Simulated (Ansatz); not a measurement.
# GeH3SO−: geometry optimisation

Aim: relax GeH3SO− at this level.

The runs use Ansatz 0.2.0; RKS wB97X-V/def2-SVPD.

## (1) The starting structure

SMILES `[OH][GeH2][S-]`, 6 atoms, charge -1, spin multiplicity 1.

Atoms are counted from 1 here; the program's logs count them from 0.

Bond lengths: O1–Ge2 1.873 Å, O1–H4 0.976 Å, Ge2–S3 2.150 Å, Ge2–H5 1.577 Å, Ge2–H6 1.577 Å. Angles: Ge2–O1–H4 103.6°, O1–Ge2–S3 111.9°, O1–Ge2–H5 101.9°, O1–Ge2–H6 101.9°, S3–Ge2–H5 116.9°, S3–Ge2–H6 117.0°, H5–Ge2–H6 105.3°.

Coordinates:

```xyz
6

O    -0.45480   -1.36868   -0.25478
Ge    0.35067    0.28617    0.09273
S    -1.08143    1.88991    0.09091
H    -1.39760   -1.14539   -0.36863
H     1.47851    0.33576   -1.00883
H     1.10465    0.00223    1.44860
```

## (2) Relaxation

Contents of input.yaml:

```yaml
crystal:
  periodic: [false, false, false]
  atoms:
    - { symbol: O, position_ang: [-0.454801, -1.368685, -0.254778] }
    - { symbol: Ge, position_ang: [0.350673, 0.286173, 0.092731] }
    - { symbol: S, position_ang: [-1.081429, 1.889914, 0.090911] }
    - { symbol: H, position_ang: [-1.397601, -1.145392, -0.368626] }
    - { symbol: H, position_ang: [1.47851, 0.335763, -1.00883] }
    - { symbol: H, position_ang: [1.104648, 0.002226, 1.448602] }
total_charge: -1
basis:
  gaussian: { orbitals: def2-SVPD }
hamiltonian:
  xc: { name: wB97X-V }
output:
  forces: true
relax:
  f_tol: 0.003
  max_steps: 120
```

Started as:

```bash
> ansatz run input.yaml --threads 1 --pin off --max-ram 2560MiB --backend cpu --events-out ev --progress --plain --runs-dir out
```

Before running it: what results should come out? Wanted: energy gained; root mean square move.

The runs gave:

```
             quantity      value
        energy gained  0.0253 eV
root mean square move    0.020 Å
```

**Reading.** Bond lengths: O1–Ge2 1.841 Å, O1–H4 0.964 Å, Ge2–S3 2.126 Å, Ge2–H5 1.560 Å, Ge2–H6 1.560 Å. Angles: Ge2–O1–H4 105.6°, O1–Ge2–S3 111.1°, O1–Ge2–H5 102.4°, O1–Ge2–H6 102.4°, S3–Ge2–H5 116.9°, S3–Ge2–H6 116.9°, H5–Ge2–H6 105.2°. No frequencies were computed here.
